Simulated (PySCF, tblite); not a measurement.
# C9H7NSi: excited states

What do calculations give for the excited states of C9H7NSi (`[C-]#[N+]C1=CC2=CC([SiH3])=CC2=C1`)?

Programs: tblite 0.8.0 and PySCF 2.14.0, with routines of our own; each step states its level. All values are computed. Atoms count from 0.

### Step 1. The system as given

18 atoms, charge 0, multiplicity 1; geometry from: force field or distance geometry start.

### Step 2. Optimising the geometry with GFN2-xTB

The job: settings as JSON, then the geometry in Å.

```
{"job": {"kind": "relax", "xc": "GFN2-xTB", "basis": "xTB"}, "charge": 0, "multiplicity": 1}
C     -5.194900     0.063000    -0.473300
N     -4.042600     0.027700    -0.379500
C     -2.579600    -0.031600    -0.238500
C     -1.846400    -1.146100    -0.291700
C     -0.507900    -0.696200    -0.108300
C      0.754200    -1.114300    -0.042800
C      1.616200     0.080700     0.150600
Si     3.423700    -0.056100     0.310400
C      0.857400     1.193000     0.194300
C     -0.491500     0.739000     0.030000
C     -1.755200     1.160300    -0.051100
H     -2.185600    -2.169900    -0.410700
H      1.098100    -2.133400    -0.097100
H      4.024600    -0.435500    -1.001000
H      4.002100     1.240300     0.745700
H      3.774000    -1.104500     1.311000
H      1.165800     2.223400     0.325000
H     -2.121200     2.166500     0.015200
```

On the command line:

```
> OMP_NUM_THREADS=1 python excited_run.py task.json out
```

This one command runs all jobs of the session in turn.

What it wrote:

```text
step      E/eV     max force
  0    -743.26941    4.385
  1    -743.44002    5.113
  2    -743.62274    1.242
  3    -743.65961    0.754
  4    -743.67453    0.259
  5    -743.68353    0.251
  6    -743.68883    0.204
  7    -743.69326    0.142
  8    -743.69519    0.117
  9    -743.69664    0.105
 10    -743.69817    0.092
 11    -743.69937    0.095
 12    -743.69996    0.060
 13    -743.70022    0.041
 14    -743.70044    0.038
 15    -743.70068    0.041
 16    -743.70086    0.029
 17    -743.70097    0.027
 18    -743.70109    0.030
 19    -743.70122    0.034
 20    -743.70133    0.022
 21    -743.70141    0.020
 22    -743.70147    0.023
 23    -743.70153    0.029
 24    -743.70158    0.018
 25    -743.70162    0.014
 26    -743.70165    0.016
 27    -743.70170    0.032
 28    -743.70179    0.042
 29    -743.70188    0.032
 30    -743.70194    0.022
 31    -743.70198    0.021
 32    -743.70201    0.023
 33    -743.70206    0.027
 34    -743.70210    0.018
 35    -743.70211    0.006
```

It took 0.27 s on 1 thread of Arm Neoverse V2, shared host.

The steps of the relaxation: (not every step is listed)

```
step  energy from step 0 (eV)  largest force (eV/Å)
   0                   0.0000                4.3854
   1                  -0.1706                5.1125
   2                  -0.3533                1.2422
   3                  -0.3902                0.7544
   4                  -0.4051                0.2586
   5                  -0.4141                0.2508
   6                  -0.4194                0.2035
   7                  -0.4239                0.1421
   8                  -0.4258                0.1173
  10                  -0.4288                0.0924
  12                  -0.4306                0.0600
  14                  -0.4310                0.0385
  16                  -0.4315                0.0287
  18                  -0.4317                0.0298
  20                  -0.4319                0.0220
  22                  -0.4321                0.0230
  24                  -0.4322                0.0178
  26                  -0.4322                0.0160
  28                  -0.4324                0.0416
  30                  -0.4325                0.0217
  31                  -0.4326                0.0214
  32                  -0.4326                0.0231
  33                  -0.4326                0.0271
  34                  -0.4327                0.0181
  35                  -0.4327                0.0065
```

Distances of close pairs at the start and the end, largest changes first:

```
   bond  before (Å)  after (Å)  change (Å)
  N1–C2       1.471      1.345      -0.126
 C6–Si7       1.820      1.874      +0.054
  C3–C4       1.424      1.449      +0.025
Si7–H13       1.492      1.466      -0.025
Si7–H15       1.491      1.466      -0.025
  C8–C9       1.433      1.457      +0.024
Si7–H14       1.485      1.462      -0.023
  C2–C3       1.335      1.358      +0.023
```

The final coordinates are the input of the step that follows.

### Step 3. Vibrational analysis with GFN2-xTB

The job: settings as JSON, then the geometry in Å.

```
{"job": {"kind": "ir", "xc": "GFN2-xTB", "basis": "xTB"}, "charge": 0, "multiplicity": 1}
C     -5.153580     0.133222    -0.465765
N     -3.991308     0.038470    -0.367855
C     -2.653852    -0.035260    -0.250958
C     -1.885354    -1.154117    -0.288745
C     -0.515014    -0.714092    -0.117620
C      0.765335    -1.127947    -0.041372
C      1.633395     0.057894     0.159794
Si     3.497541    -0.048359     0.316258
C      0.848869     1.160400     0.197542
C     -0.535197     0.739418     0.025669
C     -1.808346     1.167855    -0.053636
H     -2.221304    -2.165054    -0.418474
H      1.150896    -2.130098    -0.106562
H      4.060047    -0.438412    -0.980496
H      4.012938     1.255425     0.730040
H      3.819252    -1.073199     1.313778
H      1.173150     2.175262     0.331467
H     -2.206227     2.164909     0.005280
```

What it wrote:

```text
mode    cm-1     km/mol
  1      53.3      0.19
  2      61.9      0.49
  3     115.8      2.52
  4     141.3      2.64
  5     177.5      1.83
  6     179.1      3.59
  7     290.6      0.83
  8     355.8      9.69
  9     395.2      0.71
 10     405.2      3.21
 11     472.5      4.39
 12     510.7     28.41
 13     544.0     18.79
 14     557.4     16.52
 15     561.6     25.04
 16     587.5     55.53
 17     655.7      4.49
 18     702.6      0.47
 19     772.9    168.88
 20     780.6    496.72
 21     783.4     13.60
 22     789.7    226.69
 23     801.2      1.02
 24     820.0     10.57
 25     850.3     52.09
 26     855.5      0.02
 27     884.4      4.10
 28     914.1      0.98
 29    1056.1     58.27
 30    1106.4      1.44
 31    1108.0      0.83
 32    1141.8      8.89
 33    1171.4     10.80
 34    1219.2     14.27
 35    1239.1     11.65
 36    1313.6      1.27
 37    1532.5      7.55
 38    1553.2     40.01
 39    1627.1    115.72
 40    1636.7      2.18
 41    2174.9      6.52
 42    2238.2    392.18
 43    2246.7    223.68
 44    2279.6    302.26
 45    3124.3     20.01
 46    3136.2     10.76
 47    3144.1     27.00
 48    3156.8     16.73
```

It took 0.73 s on 1 thread of Arm Neoverse V2, shared host.

Which atoms move in the most intense modes:

```
cm⁻¹  km/mol                         atoms
 773   168.9  H14 58 %, H15 22 %, H13 15 %
 781   496.7  H14 34 %, H13 29 %, H15 26 %
 790   226.7            H13 48 %, H15 46 %
1056    58.3   H12 30 %, C6 28 %, H16 17 %
1627   115.7     C4 42 %, C5 26 %, C9 14 %
2238   392.2            H13 72 %, H15 24 %
2247   223.7            H15 73 %, H13 25 %
2280   302.3                      H14 97 %
```

### Step 4. Excited states: TDA LC-wPBE/def2-SVP

Settings changed since step 3:

```diff
@@ -1,2 +1,2 @@
-{"job": {"kind": "ir", "xc": "GFN2-xTB", "basis": "xTB"}, "charge": 0, "multiplicity": 1}
+{"job": {"kind": "states", "xc": "LC-wPBE", "basis": "def2-SVP", "tda": true, "soc": true, "nstates": 8, "ntriplets": 6, "nquad": 4}, "charge": 0, "multiplicity": 1}
 C     -5.153580     0.133222    -0.465765
```

Method: TDA LC-wPBE/def2-SVP excited states, vertical, gas phase, spin-orbit mean-field couplings.

What it wrote:

```text
coarse grid: 16800 points
cycle   1  E = -690.3193085848  dE =  2.695e+00  |g| = 3.849e-01  |ddm| = 5.240e+00
cycle   2  E = -690.3568844158  dE = -3.758e-02  |g| = 2.841e-01  |ddm| = 9.530e-01
cycle   3  E = -690.3737548663  dE = -1.687e-02  |g| = 1.161e-01  |ddm| = 3.868e-01
cycle   4  E = -690.3773823189  dE = -3.627e-03  |g| = 3.660e-02  |ddm| = 1.754e-01
cycle   5  E = -690.3777616059  dE = -3.793e-04  |g| = 1.063e-02  |ddm| = 4.798e-02
cycle   6  E = -690.3778386822  dE = -7.708e-05  |g| = 4.700e-03  |ddm| = 2.118e-02
cycle   7  E = -690.3778731592  dE = -3.448e-05  |g| = 2.963e-03  |ddm| = 1.376e-02
cycle   8  E = -690.3778965149  dE = -2.336e-05  |g| = 1.565e-03  |ddm| = 1.559e-02
cycle   9  E = -690.3779035860  dE = -7.071e-06  |g| = 5.514e-04  |ddm| = 1.137e-02
final grid: 161400 points
cycle  10  E = -690.4962256547  dE = -2.816e-05  |g| = 3.286e-03  |ddm| = 3.322e-02
cycle  11  E = -690.4962272570  dE = -1.602e-06  |g| = 2.596e-03  |ddm| = 7.863e-03
cycle  12  E = -690.4962287709  dE = -1.514e-06  |g| = 6.494e-04  |ddm| = 2.684e-03
cycle  13  E = -690.4962288928  dE = -1.219e-07  |g| = 2.412e-04  |ddm| = 8.428e-04
cycle  14  E = -690.4962289411  dE = -4.830e-08  |g| = 1.271e-04  |ddm| = 6.567e-04
cycle  15  E = -690.4962290452  dE = -1.041e-07  |g| = 8.049e-05  |ddm| = 3.635e-04
cycle  16  E = -690.4962290599  dE = -1.473e-08  |g| = 3.848e-05  |ddm| = 4.036e-04
cycle  17  E = -690.4962290641  dE = -4.203e-09  |g| = 1.285e-05  |ddm| = 2.843e-04
cycle  18  E = -690.4962290644  dE = -2.385e-10  |g| = 7.536e-06  |ddm| = 5.699e-05
converged SCF energy = -690.4962290644

Singlet excitations
state   eV       nm        f     d(h-e)  d(exc)  Lambda  PR(NTO)  |dmu|/D   mu/D   main configurations
  1   2.0346   609.4   0.00211   0.056   3.060   0.785   1.019    0.088    3.620   H->L 0.97
  2   4.4289   279.9   0.16943   0.021   2.819   0.818   1.199    0.065    3.582   H-1->L 0.87
  3   5.2960   234.1   0.00006   0.105   2.690   0.463   1.024    0.437    4.064   H-8->L 0.35, H-5->L 0.25, H-7->L 0.16
  4   5.5669   222.7   0.00188   1.446   3.221   0.450   1.035    5.191    8.828   H-4->L 0.69
  5   5.6796   218.3   0.03995   0.074   3.647   0.755   1.654                     H-2->L 0.70, H->L+1 0.22
  6   6.2417   198.6   0.00014   1.248   3.249   0.454   1.106                     H-5->L 0.39, H-8->L 0.21, H-7->L 0.13
  7   6.5501   189.3   1.70193   0.871   3.334   0.750   1.860                     H->L+1 0.62, H-2->L 0.17
  8   6.7635   183.3   0.00013   1.962   3.395   0.348   1.077                     H->L+2 0.74, H-2->L+2 0.16

Triplet excitations (Tamm-Dancoff)
state   eV     d(h-e)  d(exc)  Lambda  PR(NTO)   main configurations
  1   0.8762   0.037   2.873   0.784   1.097   H->L 0.94
  2   2.1597   0.062   2.589   0.818   1.087   H-1->L 0.93
  3   3.2118   0.084   2.617   0.747   2.059   H-2->L 0.49, H->L+1 0.36
  4   4.8966   0.239   2.367   0.677   3.062   H->L+4 0.23, H-10->L 0.19, H-2->L+1 0.13
  5   4.9718   0.105   2.664   0.463   1.043   H-8->L 0.33, H-5->L 0.25, H-4->L 0.17
  6   5.1614   0.149   3.025   0.409   1.636   H-4->L 0.32, H-3->L 0.24, H-3->L+1 0.14
S1 - T1 = 1.1584 eV

Spin-orbit couplings |<S|Hso|T>| (cm-1)
             T1       T2       T3       T4       T5       T6
S0        0.037    0.011    0.017    0.078    1.371   11.040
S1        0.003    0.006    0.031    0.060    1.014    1.545
S2        0.026    0.014    0.018    0.079    3.825    0.604
S3        1.048    4.205    3.398    0.092    0.201    0.759
S4        1.712    0.466    3.429    3.540    1.063    0.286
S5        0.018    0.019    0.128    0.156    3.009    4.063
S6        3.756    3.429    4.981    1.348    7.201    1.095
S7        0.097    0.022    0.028    0.038    3.040    3.837
S8        1.423    0.849    3.634    5.061    1.728    1.340
T1 sublevels (cm-1): 0.000 0.000 0.000   radiative rates (1/s): 0.000129 0.000484 3.49e-05
```

Wall time 81 s (1 thread of Arm Neoverse V2, shared host); peak memory 0.89 GiB.

In short:

```
  quantity    value
S1 less T1  1.16 eV
```

The fields below are evaluated on a grid from the run's orbitals.

Frontier orbitals at LC-wPBE/def2-SVP, with the share of their density that lies nearest to each atom:

```
orbital  energy (eV)                                                                    lies on
   HOMO        -8.62                     C2, C3, C6 about 15 % each; C4, C8, C9 about 11 % each
   LUMO        -1.43  C5, C10 about 16 % each; C3, C8 about 11 % each; 4 C atoms about 8 % each
```

ELF in a plane through or near 16 of the atoms.

Ten even steps from ' ' (0.00) to '@' (1.00):
```
                                                        
                                                        
                                                        
                    ::%%##        ****..                
          ..++==    %%@@@@--    ==@@@@%%                
          %%@@@@..  %%@@@@==    **@@@@%%                
        ==@@@@@@**  ==@@%%++==--++@@@@::    ..--==      
        ==@@@@@@**  ::==**%%##**++==**  ..--==##%%**    
        ..%%@@==::**++%%==%%--::##==@@--**%%++%%@@@@::  
          ::::**::@@--::++--**++::##--**++**--==@@@@==  
          ....##--%%++++**--++++::**==++++++++++@@@@--  
          ..++....**++@@::%%--::%%==%%--**%%**%%@@%%..  
          ..--==..  ..**--########++++....==--==**--    
            ..::    ==@@@@==--==++%%@@::      ....      
                    @@@@@@==    **@@@@%%                
                    %%@@@@::    ++@@@@%%                
                    ..##++      ..####..                
                                                        
                                                        
                                                        
```
The map spans 15.6 Å across and 9.6 Å up, centred on the molecule. Atoms in the plane (x, y in Å): C0 (5.2, 0.1), N1 (4.0, 0.0), C2 (2.7, -0.1), C3 (1.9, -1.2), C4 (0.5, -0.7), C5 (-0.8, -1.1), C6 (-1.6, 0.1), Si7 (-3.5, 0.0), C8 (-0.9, 1.2), C9 (0.5, 0.7), C10 (1.8, 1.2), H11 (2.2, -2.2), H12 (-1.2, -2.1), H14 (-4.0, 1.3), H16 (-1.2, 2.2), H17 (2.2, 2.2).

log10 of the density (e/Å³) in the same plane.

Ten even steps from ' ' (-4.0) to '@' (1.9):
```
                                                        
                                                        
                    ..::::..    ..::....                
            ........::----::::..::----::..              
        ..::----::::==++++==----==++++--::              
        ::--====----++****++====++****==::........      
      ..--==++++====++**##**++++**##**==----------::..  
      ..--++****++==++**@@##****##%%**++====++++==--::  
      ::--++**********########%%####************++==::  
      ::--==**%%##**####****####****############**==--..
      ::--==++%%##**####****####****%%##########**==--..
      ..--==++**++++**######%%########**********++==::  
      ..::==++++====++**%%##****##@@**++========----..  
      ..::--======--++**##**++++**##**++--------::::    
        ..::::--::--==****++====++****==::........      
          ....::..::==++++==----==++++==::              
                  ..::----::....::----::..              
                    ........    ..::::..                
                                                        
                                                        
```
The map spans 15.6 Å across and 9.6 Å up, centred on the molecule. Atoms in the plane (x, y in Å): C0 (5.2, 0.1), N1 (4.0, 0.0), C2 (2.7, -0.1), C3 (1.9, -1.2), C4 (0.5, -0.7), C5 (-0.8, -1.1), C6 (-1.6, 0.1), Si7 (-3.5, 0.0), C8 (-0.9, 1.2), C9 (0.5, 0.7), C10 (1.8, 1.2), H11 (2.2, -2.2), H12 (-1.2, -2.1), H14 (-4.0, 1.3), H16 (-1.2, 2.2), H17 (2.2, 2.2).

On the surface of density 0.002 e/bohr³ the electrostatic potential runs, from the 1st to the 99th percentile, from -1.67 V near C0 to 1.30 V near H12.

### Step 5. Outcome

| quantity | value |
| --- | --- |
| strongest single infrared mode (GFN2-xTB) | 781 cm⁻¹, 497 km/mol |
| zero-point energy (GFN2-xTB) | 74.7 kcal/mol |
| S1 less T1 (step 4, TDA LC-wPBE/def2-SVP) | 1.16 eV |
| surface potential, 1st and 99th percentile | -1.67 V and 1.30 V |

**Reading.** No mode is imaginary among the 48: a minimum at this level. GFN2-xTB is a fitted tight-binding method: band positions and strengths are rough. Its intensities can rank the bands wrongly. In step 4, the number of triplets below S1 is 1, and the largest singlet-triplet spin-orbit coupling is S0–T6, 11.04 cm⁻¹. At LC-wPBE/def2-SVP, counted by nearest atom on the grid, the HOMO lies on C2, C3, C6 about 15 % each; C4, C8, C9 about 11 % each, the LUMO on C5, C10 about 16 % each; C3, C8 about 11 % each.
